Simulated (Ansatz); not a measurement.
# CH4ClMoNO2: the cost of one run

The runs use Ansatz 0.2.0, Gaussian basis; the settings change from run to run.

## 1. The molecule

An earlier PBE0-D4 in a triple-zeta def2 set relaxation fixed the geometry. Mo takes a core potential in def2 sets; no spin-orbit term is included.

SMILES `C[N]=[Mo](=[O])([OH])[Cl]`, 10 atoms, charge 0, spin multiplicity 1.

Atoms are counted from 1 here; the program's logs count them from 0.

Bond lengths: C1–N2 1.418 Å, C1–H7 1.096 Å, C1–H8 1.095 Å, C1–H9 1.095 Å, N2–Mo3 1.716 Å, Mo3–O4 1.675 Å, Mo3–O5 1.885 Å, Mo3–Cl6 2.277 Å, O5–H10 0.962 Å. Angles: N2–C1–H7 111.5°, N2–C1–H8 109.8°, N2–C1–H9 109.6°, H7–C1–H8 109.1°, H7–C1–H9 108.9°, H8–C1–H9 108.0°, C1–N2–Mo3 151.3°, N2–Mo3–O4 107.8°, N2–Mo3–O5 105.9°, N2–Mo3–Cl6 107.9°, O4–Mo3–O5 111.9°, O4–Mo3–Cl6 109.8°, O5–Mo3–Cl6 113.2°, Mo3–O5–H10 118.6°.

## 2. r2SCANh/def2-SVPD

This run has multiplicity 3, atoms shaken by 0.03 Å, D3(BJ) with three-body dispersion.

The input, in.yaml:

```yaml
crystal:
  periodic: [false, false, false]
  atoms:
    - {symbol: C, position_ang: [1.784042, 0.510673, -0.264680]}
    - {symbol: N, position_ang: [0.356143, 0.486071, -0.001451]}
    - {symbol: Mo, position_ang: [-1.107404, -0.326501, -0.153899]}
    - {symbol: O, position_ang: [-0.854295, -1.852667, -0.707165]}
    - {symbol: O, position_ang: [-1.715925, -0.371174, 1.615943]}
    - {symbol: Cl, position_ang: [-2.408558, 0.893271, -1.509626]}
    - {symbol: H, position_ang: [2.144609, -0.362075, -0.721222]}
    - {symbol: H, position_ang: [2.330580, 0.751386, 0.638826]}
    - {symbol: H, position_ang: [1.984617, 1.357279, -0.991060]}
    - {symbol: H, position_ang: [-2.338110, -1.079347, 1.894593]}
basis:
  gaussian: {orbitals: def2-SVPD}
magnetization: {spin_polarized: true, initial_magnetization: 2}
hamiltonian: {xc: {name: r2SCANh}, dispersion: d3bjatm}
output: {forces: true}
```

The run is started by

```sh
$ ansatz run in.yaml --threads 8 --pin off --events-out ev --progress --plain --max-ram 18278MiB
```

What time and memory should one allow on 8 threads of Arm Neoverse V1, shared host?

About 31 s, with a peak of 1.1 GiB.
